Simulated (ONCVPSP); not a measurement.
# Ga: the cost of one run

The numbers are computed with ONCVPSP 4.0.1.1 (patched build) (PBE, scalar-relativistic, spin-unpolarised reference atom).

**1. The design**

Typed settings, in words:

* element: gallium (Ga, Z = 31)
* type: optimised norm-conserving Vanderbilt (ONCV)
* frozen core: [Ne]
* valence charge: 21
* reference configuration: 3s2 3p6 3d10 4s2 4p0.5 (charge +0.5)
* partial waves: 3s+4s: rc 1.30 bohr, ncon 4, nbas 7, qcut 11.2 1/bohr, 2 projectors; 3p+4p: rc 0.95 bohr, ncon 5, nbas 9, qcut 18.4 1/bohr, 3 projectors, debl 1.2 Ha; 3d: rc 1.40 bohr, ncon 5, nbas 10, qcut 10.6 1/bohr, 2 projectors, debl 1.7 Ha
* local potential: polynomial inside 0.65 bohr (lpopt 5, dvloc0 0 Ha)
* core correction: polynomial model core, fcfact 0.2

**2. Generation**

Input file Ga.dat:

```
# ATOM AND REFERENCE CONFIGURATION
# atsym  z   nc   nv     iexc    psfile
  Ga 31.00    3    5        4      upf
#
#   n    l    f
    1    0    2.00
    2    0    2.00
    2    1    6.00
    3    0    2.00
    3    1    6.00
    3    2   10.00
    4    0    2.00
    4    1    0.50
#
# PSEUDOPOTENTIAL AND OPTIMIZATION
# lmax
    2
#
#   l,   rc,      ep,       ncon, nbas, qcut
    0    1.30    0.00    4    7   11.20
    1    0.95    0.00    5    9   18.40
    2    1.40    0.00    5   10   10.60
#
# LOCAL POTENTIAL
# lloc, lpopt,  rc(5),   dvloc0
    4    5    0.65    0.00
#
# VANDERBILT-KLEINMAN-BYLANDER PROJECTORs
# l, nproj, debl
    0    2    3.60
    1    3    1.20
    2    2    1.70
#
# MODEL CORE CHARGE
# icmod, fcfact, rcfact
    1    0.20    0.00
#
# LOG DERIVATIVE ANALYSIS
# epsh1, epsh2, depsh
   -7.00    5.00    0.04
#
# OUTPUT GRID
# rlmax, drl
    6.00    0.01
#
# TEST CONFIGURATIONS
# ncnf
    4
# nvcnf
#   n    l    f
    5
    3    0    2.00
    3    1    6.00
    3    2   10.00
    4    0    2.00
    4    1    1.00
#
    5
    3    0    2.00
    3    1    6.00
    3    2   10.00
    4    0    2.00
    4    1    0.00
#
    5
    3    0    2.00
    3    1    6.00
    3    2   10.00
    4    0    1.00
    4    1    0.00
#
    5
    3    0    2.00
    3    1    6.00
    3    2    9.00
    4    0    2.00
    4    1    1.00
#
```

Launch:

```console
$ oncvpsp.x < Ga.dat > Ga.out
```

**Question.** How long does this run take on 1 thread of Intel Xeon 6975P-C, shared host?

About 4.2 s.
